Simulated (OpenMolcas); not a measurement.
# Pd²⁺ with 6 ligands (fluoride): CASSCF and CASPT2 levels and susceptibility

Which state of Pd²⁺ lies lowest among these ligands, how large is the field, and what χT follows?

Program: OpenMolcas 26.06. Level of theory: state-averaged CASSCF and CASPT2, spin-orbit coupling by RASSI with atomic mean-field integrals. These are calculated values, not measurements, unless marked.

### 1 The atom as given

| Item | Value |
| --- | --- |
| Species | Pd²⁺ (palladium, Z = 46, 44 electrons) |
| Basis | ANO-RCC-VTZP [7s6p4d2f1g], 152 functions with the ligands |
| Scalar Hamiltonian | DKH2, point nucleus |
| Inactive shells | 1s 2s 2p 3s 3p 3d 4s 4p of the metal, and all ligand shells |
| Active space | 8 electrons in 5 orbitals (4d) |
| Some configurations of this space | 4d⁸ |
| Orbitals | optimised for each spin and parity, averaged over all roots |

Outer shells as boxes (Hund's rule):

4d8
```
4d [↑↓][↑↓][↑↓][↑ ][↑ ]
```

Pd²⁺ is taken with 6 ligands (fluoride) in octahedron coordination (Oh) at 2.22 Å. A charge of +0.667 e stands 2.8 Å behind each ligand. Ligand basis ANO-RCC-VDZP. The distances are assumed, not relaxed.

```xyz
7

Pd    0.0000    0.0000    0.0000
F     2.2200    0.0000    0.0000
F     0.0000    2.2200    0.0000
F    -2.2200    0.0000    0.0000
F     0.0000   -2.2200    0.0000
F     0.0000    0.0000    2.2200
F     0.0000    0.0000   -2.2200
```

The work runs as a chain of OpenMolcas steps in one folder; each step below is one input file. Labels, J, g values, rates, χT and fits are worked out afterwards by a script from the matrices that RASSI stores. The input lists half of the charges; inversion (Group=XYZ) makes the rest.

### 2 One- and two-electron integrals

File a.inp:

```
&GATEWAY
Coord
7

Pd 0.0 0.0 0.0
F 2.220000 0.000000 0.000000
F 0.000000 2.220000 0.000000
F -2.220000 0.000000 0.000000
F 0.000000 -2.220000 0.000000
F 0.000000 0.000000 2.220000
F 0.000000 0.000000 -2.220000
Basis=Pd.ANO-RCC-VTZP,F.ANO-RCC-VDZP
Group=XYZ
NoMove
AngMom=0.0 0.0 0.0
AMFI
RICD
XField
3 Angstrom 0
5.020000 0.000000 0.000000 0.666667
0.000000 5.020000 0.000000 0.666667
0.000000 0.000000 5.020000 0.666667
&SEWARD
```

On the command line:

```
$ OMP_NUM_THREADS=1 MOLCAS_MEM=2457 MOLCAS_PROJECT=a pymolcas a.inp > a.log
```

### 3 Reference wave functions, triplets of even parity, 10 roots

File a.inp:

```
&RASSCF
FileOrb=start.orb
Symmetry=1
Spin=3
nActEl=8 0 0
Inactive=24 24
Ras2=5 0
CIRoot=10 10 1
SDav=10
CIMx=300
Iter=150 100
PrWF=0.3
OrbListing=Nothing
MaxOrb=0
LevShft=1.0
>>> COPY $Project.JobIph JOB001
```

start.orb holds start orbitals that the driver prepared beforehand, or those of the step before.

### 4 CASSCF: singlets of even parity, 15 roots

File a.inp:

```
&RASSCF
FileOrb=start.orb
Symmetry=1
Spin=1
nActEl=8 0 0
Inactive=24 24
Ras2=5 0
CIRoot=15 15 1
SDav=15
CIMx=300
Iter=150 100
PrWF=0.3
OrbListing=Nothing
MaxOrb=0
LevShft=1.0
>>> COPY $Project.JobIph JOB002
```

### 5 RASSI: spin-orbit coupling between the states

File a.inp:

```
&RASSI
NrOfJobIphs=2 10 15
1 2 3 4 5 6 7 8 9 10
1 2 3 4 5 6 7 8 9 10 11 12 13 14 15
IphNames
JOB001
JOB002
EJob
SpinOrbit
DIPRint=1.0
SOCoupling=1000.0
Subsets=2
Property=9
'ANGMOM' 1 'ANGMOM' 2 'ANGMOM' 3 'MLTPL  1' 1 'MLTPL  1' 2 'MLTPL  1' 3
'AMFI' 1 'AMFI' 2 'AMFI' 3
SOProperty=3
'ANGMOM' 1 'ANGMOM' 2 'ANGMOM' 3
```

### 6 CASPT2: IPEA 0.25, imaginary shift 0.1 (closed shells correlated: 4s 4p of the metal, with ligand shells; the Frozen line counts the rest)

File a.inp:

```
>>> COPY JOB001 $Project.JobIph
&CASPT2
Multistate=10 1 2 3 4 5 6 7 8 9 10
NoMult
Frozen=11 9
IPEA=0.25
Imaginary=0.1
MaxIter=60
WThr=0.0 0.3 0.05
PrWF=0.5
NoMix
>>> COPY JOB002 $Project.JobIph
&CASPT2
Multistate=15 1 2 3 4 5 6 7 8 9 10 11 12 13 14 15
NoMult
Frozen=11 9
IPEA=0.25
Imaginary=0.1
MaxIter=60
WThr=0.0 0.3 0.05
PrWF=0.5
NoMix
```

(Steps that only read results are left out.)

Before running it: what results should come out? Wanted: spin-free ground state; first state of the same spin within the active space; lowest level; next level.

The runs gave:

```
                                            quantity                                                                                                                                          value
                                              method  SS-CASPT2, IPEA 0.25, imaginary shift 0.1 (closed shells correlated: 4s 4p of the metal, with ligand shells; the Frozen line counts the rest)
                              spin-free ground state                                                                                                                3A2, 1-fold in its orbital part
first state of the same spin within the active space                                                                                                                              3T2 at 10100 cm⁻¹
                                        lowest level                                                                                                                                      3-fold T2
                                          next level                                                                                                                                    8219.9 cm⁻¹
                                         χT at 300 K                                                                                                                                 1.56 cm³ K/mol
                           effective moment at 300 K                                                                                                                                        3.53 μB
```

Cost by method:

```
                                              method  time of its own steps  time with the reference
                                           A. CASSCF                   40 s                     40 s
B. SS-CASPT2, IPEA 0.25, imaginary shift 0.1, +4s 4p                2.6 min                  3.2 min
```

Times are of one thread on a shared host.

**Reading.** The spin-free ground state (3A2) comes to 100 % from free-ion F terms and keeps the highest spin of the shell. χT at 300 K is 1.56, against 1.00 cm³ K/mol for the spin alone, so orbital moment adds to it. CASPT2 does not keep the components of a term degenerate, and the means are used.
